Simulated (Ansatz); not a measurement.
# B2Pb: energies up the ladder

An exercise on one series of results from a longer session: the logs are not shown, and one member is left open.

Method: the levels named in each step, in Ansatz 0.2.0.

### The starting structure

Bond lengths: B1–B2 1.440 Å, B1–Pb3 2.266 Å, B2–Pb3 2.266 Å. Angles: B1–B2–Pb3 71.5°, B2–B1–Pb3 71.5°, B1–Pb3–B2 37.0°.

As a file:

```xyz
3

B    -1.9623   -0.6734   -0.0023
B    -1.9281    0.7659   -0.0031
Pb    0.2030   -0.0048    0.0003
```

Set-up of the first run:

input.yaml reads:

```yaml
crystal:
  periodic: [false, false, false]
  atoms:
    - { symbol: B, position_ang: [-1.9623, -0.67335, -0.00232] }
    - { symbol: B, position_ang: [-1.92808, 0.76585, -0.00314] }
    - { symbol: Pb, position_ang: [0.20299, -0.00482, 0.00028] }
basis:
  gaussian: { orbitals: def2-SVPD }
hamiltonian:
  xc: pbe
  dispersion: d4
relax:
  f_tol: 0.03
  max_steps: 200
```

Launch:

```console
$ ansatz run input.yaml --threads 4 --pin off --max-ram 10240MiB --backend cpu --events-out ev --progress --plain --runs-dir out
```

Among the steps run: A rough first relaxation, PBE-D4/def2-SVPD; Relaxation, PBE0-D4/def2-TZVPPD; Frequencies, PBE0-D4/def2-TZVPPD; Single point, PBE-D4/def2-TZVPPD; Single point, r2SCAN-D4/def2-TZVPPD; Single point, B3LYP-D4/def2-TZVPPD; Single point, wB97M-V/def2-TZVPPD; Single point, B2PLYP/def2-TZVPPD; Single point, LDA/def2-TZVPPD; Single point, PBE0-D4/def2-SVPD; Single point, PBE-D4/def2-SVPD; The anion of multiplicity 2 at the same geometry, PBE0-D4/def2-TZVPPD; The anion of multiplicity 2 at the same geometry, PBE-D4/def2-TZVPPD; The anion of multiplicity 2 at the same geometry, r2SCAN-D4/def2-TZVPPD; The anion of multiplicity 2 at the same geometry, B3LYP-D4/def2-TZVPPD; The anion of multiplicity 2 at the same geometry, wB97M-V/def2-TZVPPD; The anion of multiplicity 2 at the same geometry, B2PLYP/def2-TZVPPD.

One of the session's tables, all rows but one given; the rest of the session is left out.

It belongs to the step «Vertical electron affinity». 

```
                level  vertical electron affinity (eV)  from B2PLYP/def2-TZVPPD (eV)
   PBE-D4/def2-TZVPPD                            2.097                        +0.146
r2SCAN-D4/def2-TZVPPD                            2.289                        +0.338
 B3LYP-D4/def2-TZVPPD                            2.253                        +0.301
  wB97M-V/def2-TZVPPD                                ?                             ?
   B2PLYP/def2-TZVPPD                            1.952                        -0.000
```

Q: Estimate the row for wB97M-V/def2-TZVPPD from the others.

**Answer.** vertical electron affinity (eV): 2.101; from B2PLYP/def2-TZVPPD (eV): +0.149. In the column «vertical electron affinity (eV)» it lies between PBE-D4/def2-TZVPPD (2.097) and B3LYP-D4/def2-TZVPPD (2.253).
